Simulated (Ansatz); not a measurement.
# GeHO (doublet): the correlation ladder at distance Ge1–O2 = 1.651 Å, cc-pVDZ

An exercise on one series of results from a longer session: the logs are not shown, and one member is left open.

Method: cc-pVDZ, core rule «outside noble gas», up to 15 orbitals frozen; program: Ansatz 0.2.0, Gaussian basis.

Plan: UHF; CCSD(T) on ROHF; CCSD(T) on UHF; BCCD(T) on ROHF; CISD; CCSDT(Q) on ROHF; CCSDT(Q) on UHF; CASSCF and MRCISD+Q, 3 electrons in 3 orbitals; CASSCF and NEVPT2, 3 electrons in 3 orbitals.

36 further runs of the same task are left out: 13 for a known fault of the program, 19 that didn't finish, 4 set aside as unsound or not needed.

**The system**

The geometry derives from a PBE0/def2-TZVP stationary point (not a proven minimum). One bond is set to the value named and the two fragments are kept rigid. No spin-orbit coupling is included. The filled d shell of Ge may be among the frozen orbitals whatever the setting's name suggests; the logs give the count.

3 atoms, charge 0, spin multiplicity 2.

Atoms are counted from 1 here; the program's logs count them from 0.

Bond lengths: Ge1–O2 1.651 Å, Ge1–H3 1.599 Å. Angles: O2–Ge1–H3 112.9°.

Set-up of the first run:

Input file in.yaml:

```yaml
crystal:
  periodic: [false, false, false]
  atoms:
    - {symbol: Ge, position_ang: [0.000000, -0.040516, 0.285357]}
    - {symbol: O, position_ang: [0.000000, 0.097280, -1.360296]}
    - {symbol: H, position_ang: [0.000000, 1.375714, 1.027442]}
basis:
  gaussian: {orbitals: cc-pVDZ}
magnetization: {spin_polarized: true, initial_magnetization: 1}
hamiltonian: {xc: hf}
output: {orbitals: {seedname: orbitals}}
```

Started as:

```bash
ansatz run in.yaml --threads 1 --pin off --events-out ev --progress --plain --max-ram 2393MiB
```

Among the steps run: UHF; CCSD(T) on ROHF; CCSD(T) on UHF; BCCD(T) on ROHF; CISD; CCSDT(Q) on ROHF; CCSDT(Q) on UHF; CASSCF and MRCISD+Q, 3 electrons in 3 orbitals; CASSCF and NEVPT2, 3 electrons in 3 orbitals.

One table of the session follows, with a row left open; its other results are not shown here.

```
       method  from RCCSDT(Q) (kcal/mol)
         ROHF                    +189.23
          UHF                    +183.82
         RMP2                     +40.64
         UMP2                     +36.14
        RCCSD                     +10.16
        UCCSD                          ?
     RCCSD(T)                      +3.67
     UCCSD(T)                      +3.55
      BCCD(T)                      +2.49
       RCCSDT                      +1.74
       UCCSDT                      +1.68
    RCCSDT(Q)                          0
    UCCSDT(Q)                      +0.13
  CASSCF pair                    +178.42
  NEVPT2 pair                     +41.02
  MRCISD pair                     +31.41
MRCISD+Q pair                     +10.92
```

Q: Estimate the row for UCCSD from the others.

**Answer.** from RCCSDT(Q) (kcal/mol): +9.91. In the column «from RCCSDT(Q) (kcal/mol)» it lies between RCCSD(T) (+3.67) and RCCSD (+10.16).

Not comparable, so not listed: CISD (they don't share determinant, frozen orbitals or solution with the rows shown, or repeat one).

To keep in mind: Restricted and unrestricted rows rest on different reference determinants; where their highest levels disagree by more than a few hundredths of an eV, they describe different states and don't form one ladder.
